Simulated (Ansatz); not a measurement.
**C₃H₈AlF: up Jacob's ladder to CCSD(T)**

Aim: compute C₃H₈AlF with functionals from several rungs and with coupled cluster, and see how far each lands from CCSD(T) at the basis-set limit for the atomisation energy.

The runs use Ansatz 0.2.0, Gaussian basis; functionals in def2-TZVPP, the program's frozen cores in correlated methods.

The runs, in order: PBE-D4, r2SCAN-D4, PBE0-D4, B3LYP-D4, ωB97X-V, ωB97M-V, B2PLYP; CCSD(T)/def2-TZVPP; MP2/def2-QZVPP; extrapolation to the limit.

### 1 The geometry

The geometry comes from an earlier relaxation with PBE0-D4 in a triple-zeta def2 set; it is a stationary point, not always the lowest conformer.

SMILES `CC[CH](F)[AlH2]`, 13 atoms, charge 0, spin multiplicity 1.

Atoms are counted from 1 here; the program's logs count them from 0.

Bond lengths: C1–C2 1.521 Å, C1–H6 1.092 Å, C1–H7 1.094 Å, C1–H8 1.091 Å, C2–C3 1.519 Å, C2–H9 1.097 Å, C2–H10 1.097 Å, C3–F4 1.411 Å, C3–Al5 1.989 Å, C3–H11 1.101 Å, Al5–H12 1.590 Å, Al5–H13 1.584 Å. Angles: C2–C1–H6 111.3°, C2–C1–H7 110.8°, C2–C1–H8 110.7°, H6–C1–H7 108.0°, H6–C1–H8 108.1°, H7–C1–H8 107.9°, C1–C2–C3 113.5°, C1–C2–H9 110.0°, C1–C2–H10 109.5°, C3–C2–H9 107.7°, C3–C2–H10 109.6°, H9–C2–H10 106.3°, C2–C3–F4 108.9°, C2–C3–Al5 114.5°, C2–C3–H11 107.9°, F4–C3–Al5 109.5°, F4–C3–H11 105.6°, Al5–C3–H11 110.1° and more.

### 2 PBE-D4 (GGA)

Contents of in.yaml:

```yaml
crystal:
  periodic: [false, false, false]
  atoms:
    - {symbol: C, position_ang: [-1.892276, 0.325997, -0.157733]}
    - {symbol: C, position_ang: [-0.470798, 0.394488, 0.379434]}
    - {symbol: C, position_ang: [0.519185, -0.431789, -0.422772]}
    - {symbol: F, position_ang: [0.532403, 0.035792, -1.753957]}
    - {symbol: Al, position_ang: [2.372657, -0.428038, 0.299976]}
    - {symbol: H, position_ang: [-2.568888, 0.950483, 0.430122]}
    - {symbol: H, position_ang: [-2.269203, -0.700089, -0.128600]}
    - {symbol: H, position_ang: [-1.929697, 0.667435, -1.193411]}
    - {symbol: H, position_ang: [-0.443667, 0.033939, 1.415341]}
    - {symbol: H, position_ang: [-0.139349, 1.439403, 0.407527]}
    - {symbol: H, position_ang: [0.135685, -1.463018, -0.474206]}
    - {symbol: H, position_ang: [2.612510, -1.092532, 1.724752]}
    - {symbol: H, position_ang: [3.561937, 0.233329, -0.511573]}
basis:
  gaussian: {orbitals: def2-TZVPP}
hamiltonian: {xc: pbe, dispersion: d4}
output: {forces: true, orbitals: {seedname: orbitals}}
```

Started as:

```
> ansatz run in.yaml --threads 4 --pin off --events-out ev --progress --plain --max-ram 10444MiB
```

The runs that follow: r2SCAN-D4 (meta-GGA); PBE0-D4 (hybrid); B3LYP-D4 (hybrid); ωB97X-V (range-separated); ωB97M-V (range-separated); B2PLYP (double hybrid); CCSD(T) in def2-TZVPP; MP2 in def2-QZVPP.

**Question.** What will the summary of the whole plan be? Wanted: atomisation energy, CCSD(T)/CBS; farthest; mean size of error, hybrid; mean size of error, range-separated; gap, smallest and largest; T1 diagnostic; triples share of the correlation energy.

The runs gave:

```
                               quantity                                           value
        atomisation energy, CCSD(T)/CBS                                 1108.1 kcal/mol
functionals within 5.5 kcal/mol (0.5 %)  r2SCAN-D4, PBE0-D4, B3LYP-D4, ωB97X-V, ωB97M-V
                               farthest                         PBE-D4 (+15.4 kcal/mol)
             mean size of error, hybrid                                    0.7 kcal/mol
    mean size of error, range-separated                                    2.9 kcal/mol
              gap, smallest and largest            3.72 eV (PBE-D4), 10.12 eV (ωB97X-V)
                          T1 diagnostic                                          0.0106
triples share of the correlation energy                                           3.4 %
```

PBE-D4 misses by +15.4 kcal/mol. Double hybrids carry the basis error of their MP2 part in triple zeta, and no dispersion term here, so their miss is partly the set-up's. The reference freezes the cores and leaves out relativity and excitations past (T), so misses under about 5.5 kcal/mol can't be ranked. Hartree-Fock recovers 75 % of the binding; the rest is correlation. Orbital gaps span 3.7 to 10.1 eV; exact exchange widens them.
